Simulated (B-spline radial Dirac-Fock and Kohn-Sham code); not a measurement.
**Pt⁵⁴⁺: core levels and X-ray properties**

What does theory give for the Pt⁵⁴⁺ ion? The session works out its X-ray form factor and Compton profile, the binding energy of each subshell, how cheaper methods do for the levels and its two-hole states.

Method: a free atom or ion on a radial basis; each step names its model; computed with B-spline radial Dirac-Fock and Kohn-Sham code, version 2.

## 1. What is computed

The Pt⁵⁴⁺ ion, 1s2 2s2 2p6 3s2 3p6 3d6.

```yaml
nuclear_charge: 78
electrons: 24
mass_number: 195
nuclear_rms_radius: 5.427 fm
```

Outer shells as boxes (Hund's rule, for the drawing alone; heavy ions are jj-coupled, and the calculation averages over the configuration):

```
[Ar] core
3d [↑↓][↑ ][↑ ][↑ ][↑ ]
```

## 2. Form factor and Compton profile

Model: Dirac-Fock average of configuration, finite nucleus; form factor of the spherical density, Waller-Hartree incoherent function, impulse-approximation Compton profiles.

The run's settings:

```ini
task = scatter
Z = 78
charge = 54
configuration = 1s2 2s2 2p6 3s2 3p6 3d6
mass_number = 195
rms_radius = 5.427  # fm
s = [0.0, 0.05, 0.06, 0.07, 0.08, 0.1, 0.13, 0.15, 0.19, 0.23, 0.28, 0.35, 0.43, 0.52, 0.64, 0.79, 0.96, 1.18, 1.45, 1.77, 2.17, 2.66, 3.26]  # 1/A
pz = [0, 0.1, 0.2, 0.3, 0.4, 0.5, 0.6, 0.8, 1.0, 1.2, 1.4, 1.6, 1.8, 2.0, 2.5, 3.0, 4.0, 5.0, 7.0, 10.0, 15.0, 20.0, 30.0, 40.0, 60.0, 100.0]  # a.u.
photon_energy = [2000, 8047.8, 10000, 17479.3, 30000, 50000, 100000, 500000]  # eV
```

The program writes no log. Results of the run, from its result record (rounded, main fields):

```text
{
  "status": "converged",
  "form_factor [e]": [24.0, 23.99, 23.986, 23.981, 23.976, 23.962, 23.936, 23.915, 23.863, 23.8, 23.704, 23.54, 23.311, 23.001, 22.51, 21.782, 20.827, 19.437, 17.59, 15.363, 12.763, 10.132, 7.8715],
  "incoherent": [1.7671e-11, 0.0085998, 0.012382, 0.01685, 0.022003, 0.034362, 0.058013, 0.077173, 0.12357, 0.18064, 0.26672, 0.4141, 0.61944, 0.89488, 1.3292, 1.9658, 2.7886, 3.9631, 5.486, 7.2798, 9.3504, 11.507, 13.592],
  "compton_total [1/a.u.]": [0.75803, 0.758, 0.75789, 0.75771, 0.75745, 0.75713, 0.75673, 0.75572, 0.75442, 0.75283, 0.75095, 0.74879, 0.74634, 0.7436, 0.7355, 0.72565, 0.70087, 0.66983, 0.59305, 0.46266, 0.28263, 0.17648, 0.078251, 0.038723, 0.012752, 0.0026703],
  "shells": ["1s1/2", "2s1/2", "2p1/2", "2p3/2", "3s1/2", "3p1/2", "3p3/2", "3d3/2", "3d5/2"],
  "occupation": [2.0, 2.0, 2.0, 4.0, 2.0, 2.0, 4.0, 2.4, 3.6],
  "mean_momentum [a.u.]": [83.545, 30.029, 39.396, 34.323, 15.935, 18.892, 17.453, 20.848, 20.343],
  "r2 [bohr^2]": 0.5163,
  "r_inverse [1/bohr]": 466.55,
  "r1 [bohr]": 2.9511,
  "coherent [b]": [381.61, 358.96, 346.85, 288.55, 191.91, 104.66, 39.452, 2.3854],
  "incoherent_cross_section [b]": [0.029383, 0.44288, 0.66207, 1.7277, 3.6307, 5.7509, 7.7687, 6.5104],
  "radial_jk": {
    "3d": {"j0": [1.0, 0.99945, 0.99921, 0.99893, 0.9986, 0.99781, 0.99631, 0.99509, 0.99213, 0.98849, 0.98298, 0.97354, 0.96033, 0.94253, 0.91425, 0.87234, 0.81735, 0.73729, 0.63092, 0.50258, 0.35294, 0.20258, 0.077379], "j2": [0.0, 0.00021885, 0.00031508, 0.00042878, 0.0005599, 0.00087435, 0.001476, 0.0019634, 0.0031434, 0.0045941, 0.0067814, 0.010523, 0.015728, 0.022694, 0.033637, 0.04957, 0.06991, 0.098287, 0.13337, 0.17077, 0.20507, 0.22342, 0.21363], "j4": [0.0, 1.9189e-08, 3.9783e-08, 7.3689e-08, 1.2568e-07, 3.0667e-07, 8.7497e-07, 1.5496e-06, 3.9808e-06, 8.5262e-06, 1.8655e-05, 4.5242e-05, 0.0001021, 0.00021556, 0.00048439, 0.001089, 0.0022721, 0.0048398, 0.0099585, 0.019119, 0.034842, 0.057882, 0.085033], "r2": 0.029706, "r4": 0.0014843, "r6": 0.00011217}
  }
}
```

Form factor and incoherent function, every second point:

```csv
s (1/Å),f (e),f / N,S(s)
0,24.00,1.000,0
0.0600,23.99,0.999,0.01238
0.0800,23.98,0.999,0.02200
0.130,23.94,0.997,0.05801
0.190,23.86,0.994,0.1236
0.280,23.70,0.988,0.2667
0.430,23.31,0.971,0.6194
0.640,22.51,0.938,1.329
0.960,20.83,0.868,2.789
1.45,17.59,0.733,5.486
2.17,12.76,0.532,9.350
3.26,7.871,0.328,13.59
```

## 3. Core and valence levels

Model: Dirac-Fock average of configuration, Delta-SCF, finite nucleus, first-order Breit with its frequency dependence, self-energy and vacuum polarisation.

Recorded inputs:

```ini
task = binding
```

The program writes no log. Results of the run, from its result record (rounded, main fields):

```text
{
  "status": "converged",
  "shells": ["K", "L1", "L2", "L3", "M1", "M2", "M3", "M4,5"],
  "total_energy_parts [Ha]": [-15843.9955, 21.0282263, -2.1212041, -0.425650493, 17.0658022, -3.26605549],
  "koopmans [eV]": [82366.3, 17370.1, 16782.2, 15033.4, 6402.88, 6151.76, 5726.25, 5313.75],
  "dirac_coulomb [eV]": [82320.3, 17355.5, 16763.9, 15017.9, 6400.77, 6149.16, 5724.16, 5310.8],
  "gaunt [eV]": [-301.436, -34.6709, -57.8052, -39.1123, -7.87386, -13.0153, -8.80621, -5.04389],
  "retardation [eV]": [22.5138, 2.90808, 5.88818, 5.93615, 0.787503, 1.47129, 1.49173, 0.809965],
  "breit_frequency [eV]": [5.31885, -0.411533, -0.0939823, 2.35755, -0.116269, -0.140781, 0.546263, -0.00642271],
  "self_energy [eV]": [-180.244, -27.0171, -0.734301, -2.26178, -6.8273, -0.411951, -0.704819, 0.210298],
  "vacuum_polarisation [eV]": [36.2733, 5.11523, 0.304073, -0.161486, 1.25701, 0.09143, -0.0405274, -0.0444852],
  "binding [eV]": [81902.7, 17301.4, 16711.5, 14984.7, 6388.0, 6137.16, 5716.65, 5306.72],
  "mean_radius [bohr]": [0.0171475, 0.0712999, 0.0588115, 0.0670629, 0.179339, 0.169336, 0.182591, 0.161733]
}
```

total_energy_parts: Dirac-Coulomb, Gaunt, retardation, frequency dependence, self-energy, vacuum polarisation. 

The binding energies by parts, in eV; the parts add up.

```csv
level,-ε,relaxation,Breit,QED,binding
K,82366.3,-46.01,-273.60,-143.97,81902.7
L1,17370.1,-14.60,-32.17,-21.90,17301.4
L2,16782.2,-18.22,-52.01,-0.43,16711.5
L3,15033.4,-15.49,-30.82,-2.42,14984.7
M1,6402.9,-2.10,-7.20,-5.57,6388.0
M2,6151.8,-2.60,-11.68,-0.32,6137.2
M3,5726.3,-2.09,-6.77,-0.75,5716.6
"M4,5",5313.7,-2.95,-4.24,0.17,5306.7
```

X-ray lines as differences of these levels:

```csv
line,energy (eV)
Kβ1 (K-M3),76186.1
Kβ3 (K-M2),75765.6
Kα1 (K-L3),66918.1
Kα2 (K-L2),65191.2
Lβ3 (L1-M3),11584.8
Lβ4 (L1-M2),11164.3
Lη (L2-M1),10323.5
Lℓ (L3-M1),8596.7
```

## 4. The levels by Dirac LDA

Model: Dirac-Kohn-Sham LDA (Slater exchange, VWN correlation), finite nucleus, spherical and without spin polarisation.

Settings, as recorded:

```ini
task = binding-ladder
method = lda,vwn
relativity = dirac
```

The program writes no log. Results of the run, from its result record (rounded, main fields):

```text
{
  "status": "converged",
  "shells": ["K", "L1", "L2", "L3", "M1", "M2", "M3", "M4,5"],
  "minus_eigenvalue [eV]": [81667.3, 17106.8, 16568.8, 14825.9, 6289.57, 6064.96, 5642.82, 5238.64],
  "delta_scf [eV]": [82310.3, 17258.9, 16754.8, 14988.6, 6353.72, 6132.99, 5706.04, 5310.7],
  "total_energy [Ha]": -15837.0355,
  "dirac_fock_binding [eV]": [81902.7, 17301.4, 16711.5, 14984.7, 6388.0, 6137.16, 5716.65, 5306.72]
}
```

Beside the Dirac-Fock ΔSCF result with Breit and QED, in eV:

```csv
level,-ε,miss,ΔSCF,miss,Dirac-Fock
K,81667.3,-235.5,82310.3,+407.6,81902.7
L1,17106.8,-194.6,17258.9,-42.6,17301.4
L2,16568.8,-142.7,16754.8,+43.3,16711.5
L3,14825.9,-158.7,14988.6,+4.0,14984.7
M1,6289.6,-98.4,6353.7,-34.3,6388.0
M2,6065.0,-72.2,6133.0,-4.2,6137.2
M3,5642.8,-73.8,5706.0,-10.6,5716.6
"M4,5",5238.6,-68.1,5310.7,+4.0,5306.7
```

## 5. Double vacancies and Auger multiplets

Model: Dirac-Fock average of configuration, Delta-SCF, finite nucleus, first-order Breit with its frequency dependence, self-energy and vacuum polarisation; two-hole levels by intermediate coupling within the shell, Auger rates as independent-particle Coulomb matrix elements.

Recorded inputs:

```ini
task = double
```

The program writes no log. Results of the run, from its result record (rounded, main fields):

```text
{
  "status": "converged",
  "single_binding [eV]": {"K": 81902.71, "L1": 17301.44, "L2": 16711.5, "L3": 14984.66, "M1": 6388.001, "M2": 6137.155, "M3": 5716.646, "M4,5": 5306.723},
  "double_binding [eV]": {
    "KK": 165410.0,
    "KL2": 99152.61,
    "KL3": 97334.26,
    "KM2": 88252.82,
    "KM3": 87808.93,
    "L1L1": 34923.47,
    "L1L2": 34324.32,
    "L1L3": 32578.66,
    "L1M2": 23612.51,
    "L1M3": 23181.63,
    "L2L2": 33818.94,
    "L2L3": 32040.1,
    "L2M1": 23268.03,
    "L2M3": 22598.12,
    "L3L3": 30300.72,
    "L3M1": 21537.91,
    "L3M2": 21298.44,
    "M2M2": 12414.85,
    "M2M3": 11981.89,
    "M3M3": 11559.38
  },
  "auger_lines [eV]": {
    "K-L123": [["L2L3", 2, 0.999875, 49852.1, 0.38025], ["L1L2", 1, 0.998668, 47565.3, 0.179734], ["L1L1", 0, 0.996032, 46973.4, 0.129056], ["L3L3", 2, 0.999875, 51611.7, 0.126106], ["L1L3", 1, 0.998668, 49270.2, 0.124279], ["L1L3", 2, 1.0, 49357.7, 0.031525]],
    "L2-M23": [["M2M3", 2, 0.999687, 4725.43, 0.239221], ["M2M2", 0, 0.999482, 4296.22, 0.121922], ["M2M3", 1, 1.0, 4736.36, 0.11001], ["M3M3", 0, 0.999482, 5134.59, 0.00345717], ["M3M3", 2, 0.999687, 5155.85, 0.00226318]],
    "L3-M23": [["M3M3", 2, 0.999687, 3429.01, 0.210468], ["M2M3", 2, 0.999687, 2998.59, 0.154541], ["M2M3", 1, 1.0, 3009.52, 0.0679996], ["M3M3", 0, 0.999482, 3407.75, 0.0652814], ["M2M2", 0, 0.999482, 2569.37, 0.000632045]]
  }
}
```

Auger rows: leading holes, J, purity, kinetic energy, width; the six strongest of each group. Left out are hole states that did not converge, or in which two open shells of one symmetry are about equally filled, where the average of configuration falls too low.

Hole-hole repulsion U = E(ab) - E(a) - E(b), in eV:

```csv
holes,double,sum of singles,U
K K,165410.0,163805.4,1604.6
K L2,99152.6,98614.2,538.4
K L3,97334.3,96887.4,446.9
K M2,88252.8,88039.9,213.0
K M3,87808.9,87619.4,189.6
L1 L1,34923.5,34602.9,320.6
L1 L2,34324.3,34012.9,311.4
L1 L3,32578.7,32286.1,292.6
L1 M2,23612.5,23438.6,173.9
L1 M3,23181.6,23018.1,163.5
L2 L2,33818.9,33423.0,395.9
L2 L3,32040.1,31696.2,343.9
L2 M1,23268.0,23099.5,168.5
L2 M3,22598.1,22428.1,170.0
L3 L3,30300.7,29969.3,331.4
L3 M1,21537.9,21372.7,165.3
L3 M2,21298.4,21121.8,176.6
M2 M2,12414.9,12274.3,140.5
M2 M3,11981.9,11853.8,128.1
M3 M3,11559.4,11433.3,126.1
```

## 6. non-relativistic HF, for comparison

Model: non-relativistic Hartree-Fock, average of configuration, point nucleus.

Settings, as recorded:

```ini
task = binding-ladder
method = hf
relativity = nr
```

The program writes no log. Results of the run, from its result record (rounded, main fields):

```text
{
  "status": "converged",
  "shells": ["1s", "2s", "2p", "3s", "3p", "3d"],
  "minus_eigenvalue [eV]": [75125.4, 15377.3, 14910.3, 5837.58, 5627.93, 5292.72],
  "delta_scf [eV]": [75088.4, 15365.4, 14895.8, 5835.93, 5625.97, 5289.79],
  "total_energy [Ha]": -14771.633
}
```

Beside the Dirac-Fock ΔSCF result with Breit and QED, in eV:

```csv
level,-ε,miss,ΔSCF,miss,Dirac-Fock
1s,75125.4,-6777.3,75088.4,-6814.4,81902.7
2s,15377.3,-1924.2,15365.4,-1936.0,17301.4
2p,14910.3,-650.0,14895.8,-664.4,15560.3
3s,5837.6,-550.4,5835.9,-552.1,6388.0
3p,5627.9,-228.9,5626.0,-230.9,5856.8
3d,5292.7,-14.0,5289.8,-16.9,5306.7
```

Spin-orbit partners are averaged with weights 2j + 1.

## 7. Methods side by side

| method | level | eigenvalue miss (%) | ΔSCF miss (%) | time |
| --- | --- | --- | --- | --- |
| Dirac LDA | K | -0.29 | +0.50 | 1.2 s |
| non-relativistic HF | 1s | -8.27 | -8.32 | 0.18 s |
| Dirac-Fock + Breit + QED | all | - | reference | 1.9 s |

Times cover the ground state and all hole states of a step, on one thread of a shared host; states solved in an earlier step are reused, and a first call can include compiling.

## 8. Outcome

```
                                  quantity                    value
          rms radius of the electron cloud               0.147 bohr
                     form factor halves at                  2.3 1/Å
                   Compton profile at zero            0.7580 1/a.u.
              deepest level listed, K (1s)               81902.7 eV
                    least bound, M4,5 (3d)                5306.7 eV
                                       Kα1               66918.1 eV
     ionisation energy, NIST (theoretical)               5270.00 eV
           Dirac LDA, K: eigenvalue / ΔSCF     81667.3 / 82310.3 eV
                            largest U, K K                1604.6 eV
                  strongest line of K-L123  L2L3, J = 2, 49852.1 eV
non-relativistic HF, 1s: eigenvalue / ΔSCF     75125.4 / 75088.4 eV
```

What this shows: f falls from 24 to half of that at s = 2.3 1/Å. Incoherent scattering outweighs coherent from 500 keV on, among the energies asked. The K (1s) level lies 46.0 eV under Koopmans' value by relaxation alone; Breit gives -273.60 and QED -143.97 eV. NIST's ionisation energy differs by -36.72 eV from the least binding energy; the calculation averages open shells over their j components and terms. Dirac LDA misses the K level by -0.3 % with its eigenvalue and by +0.5 % with ΔSCF. Breit and QED terms, which only the reference holds, shift this level by tenths of a per cent, so the eigenvalue's nearness can be cancellation. U runs from 126.1 eV (M3 M3) to 1604.6 eV (K K). In the K-L123 Auger group the L2L3 J = 2 line carries 36 % of the rate. Non-relativistic HF misses the 1s level by -8.3 % with its eigenvalue and by -8.3 % with ΔSCF, as relativity is missing. The Hartree-Fock and Dirac-Fock values hold no electron correlation.
